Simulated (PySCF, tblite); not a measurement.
# C7H13ClOSi: geometry, infrared bands and NMR shifts

Aim: predict the infrared bands and NMR shifts of C7H13ClOSi (`CCO[C@]1(C)C=C(Cl)C[SiH2]1`).

Computed with tblite 0.8.0 and PySCF 2.14.0, with density-fitted response routines of our own, on a single molecule in the gas phase. Atoms count from 0, in the outputs and in this text.

## Step 1: Starting geometry

23 atoms, charge 0, multiplicity 1; geometry from: force field or distance geometry start.

Bonds of the start (Å): C0–C1 1.53, C1–O2 1.42, O2–C3 1.45, C3–C4 1.53, C3–C5 1.53, C5–C6 1.34, C6–Cl7 1.72, C6–C8 1.50, C8–Si9 1.89, Si9–C3 2.03, C0–H10 1.10, C0–H11 1.08, C0–H12 1.10, C1–H13 1.10, C1–H14 1.08, C4–H15 1.10, C4–H16 1.10, C4–H17 1.10, C5–H18 1.10, C8–H19 1.10, C8–H20 1.09, Si9–H21 1.49, Si9–H22 1.48.

## Step 2: Geometry optimisation with GFN2-xTB

Job settings and geometry (Å):

```
{"job": {"kind": "relax", "xc": "GFN2-xTB", "basis": "xTB"}, "charge": 0, "multiplicity": 1}
C      3.135600    -1.183000    -0.202100
C      2.071700    -0.100400    -0.413700
O      0.987400    -0.395500     0.460000
C     -0.202300     0.412900     0.249200
C      0.072700     1.916200     0.269100
C     -1.129000     0.054500     1.418900
C     -2.338600    -0.459000     1.175900
Cl    -3.414300    -0.872000     2.451800
C     -2.801400    -0.711200    -0.227300
Si    -1.364200    -0.136200    -1.320300
H      2.714000    -2.169800    -0.437600
H      3.994400    -1.002500    -0.835500
H      3.447100    -1.208500     0.854000
H      2.509300     0.868200    -0.150100
H      1.755800    -0.087000    -1.449100
H      0.690900     2.199300     1.133800
H     -0.849200     2.510000     0.303000
H      0.617400     2.221100    -0.637900
H     -0.766100     0.225200     2.438600
H     -3.698700    -0.122400    -0.448400
H     -3.011900    -1.763600    -0.393200
H     -1.702100     1.063600    -2.143100
H     -0.723300    -1.232900    -2.085900
```

On the command line:

```sh
$ OMP_NUM_THREADS=1 python probes_run.py task.json out
```

This one command runs all jobs of the session in turn.

**Question.** This job is followed by: GFN2-xTB harmonic vibrations, gas phase; GIAO PBE0/pcSseg-1 NMR shielding, non-relativistic, gas phase. Predict these results of the whole session: strongest single infrared mode (GFN2-xTB); zero-point energy (GFN2-xTB); ¹³C shifts against TMS (PBE0/pcSseg-1); ¹H shifts against TMS (PBE0/pcSseg-1, means over atoms taken as alike); ¹⁷O shifts against H2O (PBE0/pcSseg-1); ³⁵Cl shifts against HCl (PBE0/pcSseg-1); ²⁹Si shifts against TMS (PBE0/pcSseg-1).

**Answer**, as computed:

| quantity | value |
| --- | --- |
| strongest single infrared mode (GFN2-xTB) | 2252 cm⁻¹, 323 km/mol |
| zero-point energy (GFN2-xTB) | 112.8 kcal/mol |
| ¹³C shifts against TMS (PBE0/pcSseg-1) | 146.6, 146.3, 84.8, 66.9, 26.3, 22.4, 18.6 ppm |
| ¹H shifts against TMS (PBE0/pcSseg-1, means over atoms taken as alike) | 6.04, 4.38, 4.37, 3.89, 3.03, 2.01, 1.94, 1.44, 1.28 ppm |
| ¹⁷O shifts against H2O (PBE0/pcSseg-1) | 81.0 ppm |
| ³⁵Cl shifts against HCl (PBE0/pcSseg-1) | 246 ppm |
| ²⁹Si shifts against TMS (PBE0/pcSseg-1) | -29.3 ppm |

**Reading.** Relaxing lowered the energy by 0.204 eV in 82 steps; the close pair that moved most is C3–Si9, from 2.029 to 1.937 Å. All 63 modes are real, so the xTB geometry is a minimum. The strongest single mode, at 2252 cm⁻¹, moves mainly H21. Unscaled tight-binding wavenumbers are off by several per cent, some by more. Its intensities can rank the bands wrongly. The most deshielded hydrogen is H18 (hydrogen on an alkene CH), at 6.04 ppm: olefinic region. At PBE0/pcSseg-1: The widest tensor belongs to Cl7: span 487 ppm, with a paramagnetic part of -441 ppm.
